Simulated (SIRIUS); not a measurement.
GaGe:

```xyz
2
Lattice="0.0000 2.8978 2.8978 2.8978 0.0000 2.8978 2.8978 2.8978 0.0000" Properties=species:S:1:pos:R:3 pbc="T T T"
Ge    0.0000    0.0000    0.0000
Ga    1.4489    1.4489    1.4489
```

The cell comes from a database or a generator and needn't be the stable form of this composition.

Base run:

* Program: SIRIUS 7.12.0
* Functional: PW91
* Potentials or basis: PseudoDojo 0.4.1 PBE standard (scalar relativistic)
* Cutoff: 1102 eV
* Density cutoff: 4408 eV
* k mesh: 7 × 7 × 7
* Occupations: fermi-dirac, width 0.05 eV
* Spin: no spin polarisation

Its results: band gap on the k mesh none (metal or under the smearing width); pressure 0.1 GPa.

Q: The run is repeated on the same cell with these changes: functional from PW91 to APBE; libxc names from ["XC_GGA_X_PW91", "XC_GGA_C_PW91"] to ["XC_GGA_X_APBE", "XC_GGA_C_APBE"]. What comes out?

A: Band gap on the k mesh none (metal or under the smearing width); pressure 1.2 GPa.

Caveats: the potentials were made for another functional, which shifts forces and pressure.

Not every run made on this cell is shown here.
